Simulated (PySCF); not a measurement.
**IrOCl₂: structure of the doublet**

The task is one start of a wider search on IrOCl₂: the doublet, from a PBE minimum start. It is relaxed, tested by its Hessian and followed downhill if it is a saddle.

Computed with PySCF 2.14.0. Level: PBE, basis Ir def2-SVP with ECP60, O def2-SVP, Cl def2-SVP, scalar-relativistic core potentials, no spin–orbit coupling, density fitting.

## Step 1: Where the work starts

4 atoms, charge 0, spin multiplicity 2.

Bond lengths: Ir1–O2 1.696 Å, Ir1–Cl3 2.221 Å, Ir1–Cl4 2.221 Å. Angles: O2–Ir1–Cl3 120.4°, O2–Ir1–Cl4 120.4°, Cl3–Ir1–Cl4 119.1°.

Z-matrix (Å, degrees; charge 0 multiplicity 2):
```
Ir
O  1 1.6956
Cl 1 2.2205 2 120.43
Cl 1 2.2205 2 120.43 3 180.00
```

## Step 2: First SCF at the start

The steps below are one call of a driver around PySCF. For each, scf.py gives the equivalent set-up of the SCF; relaxations use the driver's own optimiser. After this first run the driver tries any further starts and a stability analysis.

Input file scf.py:

```python
from pyscf import gto, scf, dft
mol = gto.M(atom='''
Ir    -0.153375    -0.000000    -0.102495
O     -1.563200    -0.000000    -1.044622
Cl    -0.282111     0.000000     2.114303
Cl     1.845521    -0.000000    -1.069540''',
    basis={'Ir': 'def2-SVP', 'O': 'def2-SVP', 'Cl': 'def2-SVP'},
    ecp={'Ir': 'def2-SVP'},
    charge=0, spin=1)
mf = dft.UKS(mol, xc='PBE')
mf.grids.atom_grid = (50, 194)
aux = {'Ir': 'def2-universal-JKFIT', 'O': 'def2-universal-JKFIT', 'Cl': 'def2-universal-JKFIT'}
mf = mf.density_fit(auxbasis=aux)
mf.conv_tol = 1e-08
mf.diis_space = 10
mf.max_cycle = 60
mf.init_guess = 'minao'
mf.verbose = 4
mf.kernel()
```

Run with:

```bash
OMP_NUM_THREADS=2 python axn.py task.json out
```

What it wrote:

```text
init E= -1087.64794793259
[... the frontier-level lines of each cycle are left out ...]
cycle= 1 E= -1098.23683331666  delta_E= -10.6  |g|= 1.36  |ddm|= 5.81
cycle= 2 E= -1084.81376690729  delta_E= 13.4  |g|= 4.22  |ddm|= 7.86
cycle= 3 E= -1098.64064957281  delta_E= -13.8  |g|= 1.04  |ddm|= 7.27
cycle= 4 E= -1096.23093836233  delta_E= 2.41  |g|= 2.42  |ddm|= 2.11
cycle= 5 E= -1099.16830859559  delta_E= -2.94  |g|= 0.397  |ddm|= 2.32
cycle= 6 E= -1099.25703782532  delta_E= -0.0887  |g|= 0.0936  |ddm|= 0.497
cycle= 7 E= -1099.25982892122  delta_E= -0.00279  |g|= 0.0472  |ddm|= 0.125
cycle= 8 E= -1099.26105344904  delta_E= -0.00122  |g|= 0.00995  |ddm|= 0.0421
cycle= 9 E= -1099.26109724284  delta_E= -4.38e-05  |g|= 0.00518  |ddm|= 0.0122
cycle= 10 E= -1099.26110794133  delta_E= -1.07e-05  |g|= 0.00187  |ddm|= 0.00511
cycle= 11 E= -1099.26110912298  delta_E= -1.18e-06  |g|= 0.0013  |ddm|= 0.00423
cycle= 12 E= -1099.2611102977  delta_E= -1.17e-06  |g|= 0.000166  |ddm|= 0.00209
cycle= 13 E= -1099.26111031426  delta_E= -1.66e-08  |g|= 2.85e-05  |ddm|= 0.000238
cycle= 14 E= -1099.26111031508  delta_E= -8.21e-10  |g|= 1.65e-05  |ddm|= 7.23e-05
Extra cycle  E= -1099.2611103125  delta_E= 2.58e-09  |g|= 8.12e-05  |ddm|= 7.49e-05
converged SCF energy = -1099.2611103125  <S^2> = 0.75317567  2S+1 = 2.0031732
```

This step, with its further starts and checks, needed 12 s of wall time on 2 threads of AMD EPYC 9R45 (Zen 5), shared host.

Energies from each starting density:

```
                      start   energy (Eh)
    the minimal-basis guess  -1099.261110
a thermally smeared density  -1099.261110
      a smeared PBE density  -1099.261110
```

No lower solution of this spin turned up from the other starts or in the test of internal stability.

## Step 3: Relaxing the doublet from the PBE minimum start

The program finds C2v symmetry in the start, which this walk keeps. Threshold on the gradient: 0.0003 Eh/bohr, with a further test on the energy change.

scf.py, as its differences from that of step 2:

```diff
@@ -3,4 +3,4 @@
-Ir    -0.153375    -0.000000    -0.102495
-O     -1.563200    -0.000000    -1.044622
-Cl    -0.282111     0.000000     2.114303
-Cl     1.845521    -0.000000    -1.069540''',
+Ir    -0.153632     0.000000    -0.102666
+O     -1.563457     0.000000    -1.044794
+Cl    -0.282368     0.000000     2.114131
+Cl     1.845264     0.000000    -1.069712''',
@@ -17 +16,0 @@
-mf.init_guess = 'minao'
```

Energy and gradient, step by step:

```
step   energy (Eh)  change (kJ/mol)  largest symmetric gradient (Eh/bohr)
   0  -1099.261110             0.00                               0.00008
```

The walk took 1.2 s.

Geometry (Å) and forces (eV/Å) at some steps:

```
step 0
Ir  -0.154   0.000  -0.103   0.003   0.000  -0.009
O   -1.563   0.000  -1.045  -0.005   0.000   0.000
Cl  -0.282   0.000   2.114  -0.003   0.000   0.004
Cl   1.845   0.000  -1.070   0.005   0.000   0.005
```

End point (C2v, 0 steps, 0.0 kJ/mol gained): Ir–Cl 2.221 Å (×2), Ir–O 1.696 Å; Cl–Ir–Cl 119.1°, Cl–Ir–O 120.4° (×2).

## Step 4: Hessian and properties

The point is checked on the finer grid, and tightened if its gradient asks for it. The Hessian and the dipole derivatives come from central differences of analytic gradients, with steps of 0.02 bohr.

scf.py, as its differences from that of step 3:

```diff
@@ -11 +11 @@
-mf.grids.atom_grid = (50, 194)
+mf.grids.atom_grid = (75, 302)
@@ -14 +14 @@
-mf.conv_tol = 1e-08
+mf.conv_tol = 1e-10
```

The driver hands on the density of the step before, so the log starts near convergence.

Log of the central SCF (cycles and frontier levels):

```text
init E= -1099.26102719883
[... the frontier-level lines of each cycle are left out ...]
cycle= 1 E= -1099.26102719841  delta_E= 4.2e-10  |g|= 2.95e-05  |ddm|= 3.87e-05
cycle= 2 E= -1099.26102719276  delta_E= 5.65e-09  |g|= 0.000111  |ddm|= 0.000136
cycle= 3 E= -1099.26102719873  delta_E= -5.97e-09  |g|= 1.77e-05  |ddm|= 0.000102
cycle= 4 E= -1099.26102719886  delta_E= -1.37e-10  |g|= 1.26e-06  |ddm|= 1.39e-05
cycle= 5 E= -1099.26102719886  delta_E= 4.55e-13  |g|= 3.3e-08  |ddm|= 1.87e-06
Extra cycle  E= -1099.26102719886  delta_E=    0  |g|= 6.62e-08  |ddm|= 1.04e-07
converged SCF energy = -1099.26102719886  <S^2> = 0.75317437  2S+1 = 2.0031719
```

The whole step took 26 s.

Geometry: C2v; Ir–Cl 2.221 Å (×2), Ir–O 1.696 Å; Cl–Ir–Cl 119.1°, Cl–Ir–O 120.4° (×2).

Modes, for the most abundant isotopes:

```json
{"symmetry": "a1", "ω (cm⁻¹)": "104", "IR (km/mol)": "0.0", "μ (u)": "39.21", "type": "bend"}
{"symmetry": "b1", "ω (cm⁻¹)": "139", "IR (km/mol)": "0.3", "μ (u)": "25.49", "type": "bend"}
{"symmetry": "b2", "ω (cm⁻¹)": "191", "IR (km/mol)": "0.7", "μ (u)": "18.52", "type": "bend"}
{"symmetry": "a1", "ω (cm⁻¹)": "393", "IR (km/mol)": "8.5", "μ (u)": "37.27", "type": "stretch"}
{"symmetry": "b2", "ω (cm⁻¹)": "408", "IR (km/mol)": "40.2", "μ (u)": "42.86", "type": "stretch"}
{"symmetry": "a1", "ω (cm⁻¹)": "971", "IR (km/mol)": "62.9", "μ (u)": "17.18", "type": "stretch"}
```

All wavenumbers are real: a minimum.

Constants and moments:

```yaml
Dipole_moment: 0.51 D
Highest_occupied_level: -6.14 eV
Lowest_empty_level: -5.04 eV
Rotational_constants: 0.1349, 0.06575, 0.04421 cm⁻¹
Zero-point_energy: 13.2 kJ/mol
Principal_polarisabilities: 36.9, 59.9, 77.6 bohr³
Atomisation_energy_without_zero-point_energy: 1281 kJ/mol
Principal_traceless_quadrupole_moments_about_the_centre_of_mass: -1.53, -0.65, 2.18 D Å
Entropy_at_298.15_K_and_1_bar_electronic_part_spin_only: 339.1 J/(mol K)
Heat_capacity_Cp_at_298.15_K: 71.2 J/(mol K)
Enthalpy_at_298.15_K_above_0_K: 16.80 kJ/mol
Rotational_symmetry_number: 2
Spin_squared_⟨S²⟩: 0.753
```

Populations by atom (charges in e):

```
 atom  Mulliken  Löwdin  polar tensor  spin (Mulliken)  Mayer order to Ir1
  Ir1      0.44   -0.33          0.96             0.57                   –
   O2     -0.20    0.00         -0.40             0.40                1.90
Cl3,4     -0.12    0.17         -0.28             0.02                1.13
```

Outer orbital energies (eV). α occupied: -9.69, -9.61, -9.16, -8.88, -8.69, -6.95, -6.52, -6.14; empty: -4.97, -4.85, -0.61, 0.19. β occupied: -10.49, -9.57, -9.49, -9.11, -8.70, -8.66, -6.70, -6.34; empty: -5.04, -4.73, -4.68, -0.48.

Mulliken populations on Ir1 (outside its core potential): s 2.77, p 6.34, d 7.39, f 0.06.

## Step 5: What came out

| quantity | value |
| --- | --- |
| minimum | doublet, C2v |
| geometry | Ir–Cl 2.221 Å (×2), Ir–O 1.696 Å; Cl–Ir–Cl 119.1°, Cl–Ir–O 120.4° (×2) |
| wavenumbers (cm⁻¹) | 104 (a1), 139 (b1), 191 (b2), 393 (a1), 408 (b2), 971 (a1) |
| dipole moment | 0.51 D |
| highest occupied, lowest empty level (either spin) | -6.14, -5.04 eV |
| polar-tensor charge of Ir1 | +0.96 e |
| zero-point energy | 13.2 kJ/mol |
| entropy at 298.15 K | 339.1 J/(mol K) |
| atomisation energy (no zero-point energy) | 1281 kJ/mol |
| ⟨S²⟩ | 0.753 |

What this shows: The molecule stays C2v, as typed, and the end point is a minimum. In the infrared the band at 971 cm⁻¹ (a1, stretch) leads. Most of the spin sits on Ir1 (Mulliken spin 0.57, against 1 for the whole molecule). Only this shape and spin were tried, so other structures or states may lie lower. Open d and f shells are described by one determinant, and the ground state may have another occupation or spin. Spin–orbit coupling, left out here, can matter for elements this heavy.

The search up to here took 39 s.
